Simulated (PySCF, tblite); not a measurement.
# C7H11O radical: geometry, infrared bands and EPR parameters

What infrared bands and EPR parameters should C7H11O radical (`C[C]1CCCCC1=O`) show?

The runs use tblite 0.8.0 and PySCF 2.14.0, with density-fitted response routines of our own; the level of theory stands in each step. All values are computed, except where a source is named. Atoms count from 0, in the outputs and in this text.

## 1. Starting geometry

19 atoms, charge 0, multiplicity 2; geometry from: force field or distance geometry start.

Bonds of the start (Å): C0–C1 1.50, C1–C2 1.50, C2–C3 1.51, C3–C4 1.53, C4–C5 1.53, C5–C6 1.50, C6–O7 1.22, C6–C1 1.50, C0–H8 1.12, C0–H9 1.10, C0–H10 1.09, C2–H11 1.13, C2–H12 1.09, C3–H13 1.10, C3–H14 1.10, C4–H15 1.09, C4–H16 1.13, C5–H17 1.11, C5–H18 1.09.

## 2. Relaxing the molecule with GFN2-xTB

Job settings and geometry (Å):

```
{"job": {"kind": "relax", "xc": "GFN2-xTB", "basis": "xTB"}, "charge": 0, "multiplicity": 2}
C      2.171000    -0.232800     0.031400
C      0.958700     0.098700    -0.789800
C      0.236700     1.345500    -0.370100
C     -0.726000     1.041800     0.758500
C     -1.728800     0.032800     0.196000
C     -0.955500    -1.289000     0.141400
C      0.031700    -1.065700    -0.966500
O      0.083400    -1.780900    -1.950900
H      2.229900    -1.347900     0.122500
H      3.065500     0.095400    -0.522200
H      2.160100     0.156500     1.051100
H     -0.422700     1.618600    -1.245300
H      0.884200     2.170400    -0.070700
H     -1.232500     1.934600     1.155900
H     -0.142400     0.486400     1.512900
H     -2.655700    -0.035200     0.765200
H     -1.897200     0.254700    -0.903400
H     -0.440000    -1.344900     1.125100
H     -1.630400    -2.129700    -0.048600
```

Command:

```console
$ OMP_NUM_THREADS=1 python probes_run.py task.json out
```

This one command runs all jobs of the session in turn.

What it wrote:

```text
step      E/eV     max force
  0    -668.57659    2.032
  1    -668.78425    1.688
  2    -668.87598    1.252
  3    -668.95405    0.607
  4    -669.02217    0.562
  5    -669.05876    0.504
  6    -669.10489    0.477
  7    -669.13985    0.435
  8    -669.17362    0.400
  9    -669.20290    0.439
 10    -669.24110    0.512
 11    -669.28738    0.617
 12    -669.33846    0.586
 13    -669.38485    0.448
 14    -669.41853    0.438
 15    -669.44406    0.405
 16    -669.46800    0.339
 17    -669.48438    0.267
 18    -669.49454    0.239
 19    -669.50379    0.267
 20    -669.51500    0.286
 21    -669.52934    0.368
 22    -669.54638    0.347
 23    -669.56459    0.375
 24    -669.58097    0.498
 25    -669.59889    0.392
 26    -669.61739    0.435
 27    -669.64039    0.341
 28    -669.65687    0.370
 29    -669.67709    0.300
 30    -669.69273    0.467
 31    -669.70716    0.443
 32    -669.72158    0.570
 33    -669.73947    0.392
 34    -669.76441    0.329
 35    -669.78139    0.341
 36    -669.80539    0.326
 37    -669.82464    0.310
 38    -669.84084    0.380
 39    -669.84863    0.323
 40    -669.86062    0.205
 41    -669.86693    0.190
 42    -669.87466    0.190
 43    -669.88064    0.186
 44    -669.88635    0.182
 45    -669.89041    0.151
 46    -669.89457    0.154
 47    -669.89916    0.135
 48    -669.90316    0.207
 49    -669.90612    0.140
 50    -669.90846    0.117
 51    -669.91157    0.119
 52    -669.91525    0.149
 53    -669.91830    0.145
 54    -669.92008    0.106
 55    -669.92116    0.093
 56    -669.92224    0.078
 57    -669.92359    0.068
 58    -669.92499    0.076
 59    -669.92606    0.087
 60    -669.92705    0.085
 61    -669.92822    0.071
 62    -669.92955    0.079
 63    -669.93075    0.071
 64    -669.93186    0.096
 65    -669.93327    0.109
 66    -669.93553    0.111
 67    -669.93875    0.127
 68    -669.94185    0.120
 69    -669.94382    0.107
 70    -669.94523    0.140
 71    -669.94650    0.125
 72    -669.94783    0.115
 73    -669.94889    0.078
 74    -669.94986    0.086
 75    -669.95103    0.096
 76    -669.95260    0.101
 77    -669.95417    0.089
 78    -669.95557    0.078
 79    -669.95687    0.099
 80    -669.95821    0.110
 81    -669.95952    0.099
 82    -669.96080    0.124
 83    -669.96217    0.165
 84    -669.96375    0.155
 85    -669.96496    0.107
 86    -669.96571    0.062
 87    -669.96611    0.049
 88    -669.96642    0.042
 89    -669.96671    0.048
 90    -669.96693    0.041
 91    -669.96708    0.039
 92    -669.96721    0.029
 93    -669.96736    0.027
 94    -669.96751    0.020
 95    -669.96762    0.017
 96    -669.96767    0.011
 97    -669.96769    0.009
```

Wall time 0.59 s (1 thread of Arm Neoverse V2, shared host).

Step by step: (not every step is listed)

```csv
step,energy from step 0 (eV),largest force (eV/Å)
0,0.0000,2.0323
1,-0.2077,1.6880
2,-0.2994,1.2515
3,-0.3775,0.6068
4,-0.4456,0.5620
5,-0.4822,0.5035
6,-0.5283,0.4767
7,-0.5633,0.4348
8,-0.5970,0.4004
16,-0.8914,0.3391
24,-1.0044,0.4980
32,-1.1450,0.5703
40,-1.2840,0.2050
48,-1.3266,0.2065
56,-1.3456,0.0779
64,-1.3553,0.0958
72,-1.3712,0.1145
80,-1.3816,0.1104
88,-1.3898,0.0421
92,-1.3906,0.0286
93,-1.3908,0.0267
94,-1.3909,0.0199
95,-1.3910,0.0172
96,-1.3911,0.0112
97,-1.3911,0.0095
```

Distances of close pairs at the start and the end, largest changes first:

```csv
bond,before (Å),after (Å),change (Å)
C1–C6,1.499,1.428,-0.071
C4–H16,1.134,1.092,-0.042
C0–H8,1.120,1.088,-0.033
C2–H11,1.129,1.099,-0.030
C0–C1,1.501,1.482,-0.019
C5–C6,1.501,1.519,+0.018
C6–O7,1.218,1.235,+0.017
C5–H17,1.112,1.095,-0.017
```

The end geometry stands in the next job.

## 3. Infrared spectrum with GFN2-xTB

Job settings and geometry (Å):

```
{"job": {"kind": "ir", "xc": "GFN2-xTB", "basis": "xTB"}, "charge": 0, "multiplicity": 2}
C      2.412669    -0.129795    -0.559396
C      0.968315    -0.099372    -0.227606
C      0.356555     1.211326     0.109692
C     -1.001943     1.091495     0.793475
C     -1.867102     0.103358     0.023157
C     -1.243679    -1.283458     0.101214
C      0.224596    -1.316386    -0.286994
O      0.749779    -2.383878    -0.619407
H      2.680724    -1.111505    -0.942947
H      2.662482     0.639462    -1.291707
H      3.012106     0.070890     0.332191
H      0.232863     1.774573    -0.826256
H      1.050926     1.794998     0.723168
H     -1.480358     2.071500     0.836579
H     -0.868539     0.735650     1.817247
H     -2.877033     0.077884     0.436722
H     -1.938922     0.418970    -1.020101
H     -1.307753    -1.661500     1.126771
H     -1.775489    -1.994962    -0.533265
```

What it wrote:

```text
mode    cm-1     km/mol
  1      73.5      4.20
  2      95.7      0.48
  3     103.4      3.19
  4     281.0      0.31
  5     293.7      2.84
  6     306.1      3.45
  7     383.5      4.79
  8     432.2      2.31
  9     500.8      6.63
 10     553.9      3.87
 11     603.2     11.26
 12     716.2      2.51
 13     818.0      6.42
 14     873.7     13.10
 15     917.3      8.46
 16     926.0      6.31
 17     957.1      9.36
 18     962.5      0.75
 19    1038.7     24.05
 20    1058.0      0.47
 21    1090.0      6.15
 22    1114.7     51.11
 23    1135.5     29.34
 24    1166.5      1.86
 25    1216.1      0.25
 26    1227.3      7.89
 27    1248.8     11.60
 28    1319.4      2.61
 29    1334.4      2.98
 30    1342.3     17.17
 31    1355.7      5.74
 32    1379.8     32.60
 33    1385.9     14.13
 34    1438.8      6.23
 35    1448.3      7.02
 36    1456.5     13.11
 37    1463.0      7.84
 38    1488.8      1.34
 39    1496.8      0.98
 40    1567.4    217.25
 41    2872.0     15.96
 42    2938.9     28.69
 43    2943.2     11.49
 44    2952.3     15.73
 45    2970.7     16.61
 46    2978.0     42.71
 47    2986.1     19.54
 48    2986.7     63.86
 49    2991.7     67.65
 50    2994.4     42.26
 51    3046.4      3.29
```

Wall time 0.56 s (1 thread of Arm Neoverse V2, shared host).

The strongest bands and the atoms that carry them (share of the mass-weighted mode):

```csv
cm⁻¹,km/mol,atoms
1115,51.1,"C6 20 %, H13 14 %, C3 12 %"
1136,29.3,"C4 13 %, H15 13 %, H18 12 %"
1380,32.6,"H10 29 %, H9 28 %, H8 22 %, C0 19 %"
1567,217.2,"C6 62 %, O7 36 %"
2978,42.7,"H15 35 %, H13 35 %, H14 19 %"
2987,63.9,"H16 35 %, H14 17 %, H15 17 %, H18 11 %"
2992,67.7,"H13 53 %, H14 30 %"
2994,42.3,H18 74 %
```

## 4. EPR parameters: B3LYP/pcH-1

The job, as its differences from that of step 3:

```diff
@@ -1,2 +1,2 @@
-{"job": {"kind": "ir", "xc": "GFN2-xTB", "basis": "xTB"}, "charge": 0, "multiplicity": 2}
+{"job": {"kind": "epr", "basis": "pcH-1"}, "charge": 0, "multiplicity": 2}
 C      2.412669    -0.129795    -0.559396
```

Method: UKS B3LYP, pcH-1 on C H O, non-relativistic, mean-field spin-orbit, GIAO.

What it wrote:

```text
UKS, coarse grid
  cycle   1  E = -348.41156750  |g| = 6.50e-01
  cycle   2  E = -347.19297682  |g| = 1.68e+00
  cycle   3  E = -348.53300044  |g| = 3.27e-01
  cycle   4  E = -348.58832788  |g| = 8.22e-02
  cycle   5  E = -348.59209606  |g| = 2.22e-02
  cycle   6  E = -348.59240413  |g| = 1.18e-02
  cycle   7  E = -348.59251707  |g| = 5.80e-03
  cycle   8  E = -348.59255498  |g| = 1.50e-03
  cycle   9  E = -348.59255874  |g| = 7.98e-04
UKS, final grid
  cycle   1  E = -348.59253421  |g| = 1.37e-03
  cycle   2  E = -348.59253147  |g| = 3.12e-03
  cycle   3  E = -348.59253502  |g| = 1.75e-04
  cycle   4  E = -348.59253504  |g| = 9.71e-05
  cycle   5  E = -348.59253506  |g| = 3.79e-05
  cycle   6  E = -348.59253506  |g| = 1.11e-05
E = -348.59253506 Eh   <S^2> = 0.7617 (exact 0.7500)
g shifts (ppm)      1          2          3
  rmc          -189       -189       -189
  gc            -14         31         31
  oz_so          -0       2106       5424
  total        -203       1949       5266
hyperfine (MHz)  atom isotope    a_iso     a_fc   dipolar eigenvalues
    0   13C     -24.27     -24.27     -1.84      0.71      1.13
    1   13C      62.47      62.47    -60.18    -59.69    119.87
    2   13C     -24.25     -24.25     -2.01      0.78      1.23
    3   13C       5.14       5.14     -1.10     -0.78      1.88
    4   13C      -1.54      -1.54     -0.63     -0.38      1.01
    5   13C      -3.35      -3.35     -0.98     -0.08      1.06
    6   13C     -35.64     -35.64     -7.90      0.97      6.92
    7   17O     -20.97     -20.97    -95.78     47.76     48.02
    8    1H       4.53       4.53     -4.30     -2.03      6.33
    9    1H      65.22      65.22     -4.07     -2.65      6.72
   10    1H      90.38      90.38     -4.04     -3.10      7.13
   11    1H     109.18     109.18     -4.48     -2.85      7.33
   12    1H      50.77      50.77     -3.90     -2.88      6.78
   13    1H      -0.22      -0.22     -1.50     -1.27      2.77
   14    1H      -1.16      -1.16     -2.54     -2.01      4.56
   15    1H       1.91       1.91     -1.05     -0.94      1.99
   16    1H       0.39       0.39     -2.15     -1.71      3.85
   17    1H       1.15       1.15     -2.46     -1.37      3.84
   18    1H      -0.76      -0.76     -2.20     -1.11      3.31
```

Wall time 1.7 min (1 thread of Arm Neoverse V2, shared host); peak memory 1 GiB.

Principal g values 2.00212, 2.00427, 2.00759; g(iso) = 2.00466, against 2.00232 for a free electron.

Hyperfine couplings; where a row names several nuclei, a(iso) is their mean (it holds for fast rotation or exchange) and the dipolar term the largest among them:

```csv
nuclei,isotope,a(iso) (MHz),"a(iso) (G, at g = 2.0023)",largest dipolar term (MHz)
"H11, H12",1H,80.0,28.5,7.3
C1,13C,62.5,22.3,119.9
"H8, H9, H10",1H,53.4,19.0,7.1
C6,13C,-35.6,-12.7,-7.9
C0,13C,-24.3,-8.7,-1.8
C2,13C,-24.2,-8.7,-2.0
O7,17O,-21.0,-7.5,-95.8
C3,13C,5.1,1.8,1.9
C5,13C,-3.4,-1.2,1.1
C4,13C,-1.5,-0.5,1.0
"H15, H16",1H,1.1,0.4,3.9
"H13, H14",1H,-0.7,-0.2,4.6
"H17, H18",1H,0.2,0.1,3.8
```

Mulliken spin populations:

C0 -0.06; C1 0.76; C2 -0.06; C3 0.01; C4 0.00; C5 0.00; C6 -0.09; O7 0.31; H8 0.00; H9 0.03; H10 0.04; H11 0.05; H12 0.02; H13 0.00; H14 0.00; H15 0.00; H16 0.00; H17 0.00; H18 0.00

In first order the couplings over 0.8 MHz of 1H give 36 distinct lines over 115.0 G, if the averaged nuclei exchange fast.

The fields below are evaluated on a grid from the run's orbitals.

ELF in a plane through or near 11 of the atoms.

Ten even steps from ' ' (0.00) to '@' (1.00):
```
                                                        
                                                        
                                                        
                                  ==++==                
                    ::--::      ++@@@@@@##..            
                  ..++**++::..  ##@@@@@@%%..            
                    ==####++++==##@@@@@@--              
          ..--::    ..++::::++%%++****--                
        ..==####==::::####--**##**%%##==++##%%++        
        ..==**::--%%**..##++::..++++::==@@@@@@@@--      
        ..--++++::%%**======..  ++++::==@@@@@@@@--      
        ==%%@@@@##==--##@@**++****@@%%++++##%%++        
        ##@@@@@@==    ==::::##@@::::**--                
        ==@@@@==  ::**####++++**##@@@@##::              
                ==##@@==****::  ##@@@@@@**              
                ==##%%%%%%%%==  ==@@@@@@==              
                ..::++**##**--    ====::                
                      ..::..                            
                                                        
                                                        
```
The map spans 11.0 Å across and 10.0 Å up, centred on the molecule. Atoms in the plane (x, y in Å): C0 (-2.5, -0.1), C1 (-1.0, -0.1), C2 (-0.3, 1.2), C4 (1.8, 0.0), C5 (1.2, -1.3), C6 (-0.3, -1.3), O7 (-0.9, -2.4), H8 (-2.8, -1.1), H13 (1.7, 2.1), H15 (2.9, 0.0), H18 (1.6, -2.2).

log10 of the density (e/Å³) in the same plane.

Ten even steps from '0' (-4.0) to '9' (1.4):
```
0000000000000000000000000000
0000000000000000000000000000
0000000000011111111100000000
0000000011233222333321000000
0000000123444444455442100000
0000112234556555666543100000
0001233344567776777653210000
0012345544578977776654321000
0123456666677777777665432100
0123467877787666778777643200
0123467987797665679777643200
0123467776677777777665432100
0023457765678877887654321000
0012345555778777777653210000
0001233456898765676643200000
0000112356788655555542100000
0000001234566543333321000000
0000000022344332111100000000
0000000000122110000000000000
0000000000000000000000000000
```
The map spans 11.0 Å across and 10.0 Å up, centred on the molecule. Atoms in the plane (x, y in Å): C0 (-2.5, -0.1), C1 (-1.0, -0.1), C2 (-0.3, 1.2), C4 (1.8, 0.0), C5 (1.2, -1.3), C6 (-0.3, -1.3), O7 (-0.9, -2.4), H8 (-2.8, -1.1), H13 (1.7, 2.1), H15 (2.9, 0.0), H18 (1.6, -2.2).

On the surface of density 0.002 e/bohr³ the electrostatic potential runs, from the 1st to the 99th percentile, from -1.92 V near O7 to 0.88 V near H12.

The spin density lies nearest to C1 49 %; O7 25 %; C6 8 % (both signs).

## 5. Outcome

| quantity | value |
| --- | --- |
| strongest single infrared mode (GFN2-xTB) | 1567 cm⁻¹, 217 km/mol |
| zero-point energy (GFN2-xTB) | 101.8 kcal/mol |
| g(iso) (B3LYP) | 2.00466 |
| ⟨S²⟩ | 0.762 (exact 0.75) |
| largest a(iso) (averaged by class) | 1H on H11, H12, 80.0 MHz |
| surface potential, 1st and 99th percentile | -1.92 V and 0.88 V |

Relaxing lowered the energy by 1.391 eV in 97 steps; the close pair that moved most is C1–C6, from 1.499 to 1.428 Å. All 51 modes are real, so the xTB geometry is a minimum. The strongest single mode, at 1567 cm⁻¹, moves mainly C6 and O7. GFN2-xTB is a fitted tight-binding method: band positions and strengths are rough. Its intensities can rank the bands wrongly. C1 carries the largest spin population, 0.76 e. The isotropic g lies 2.3 ppt above the free-electron value.
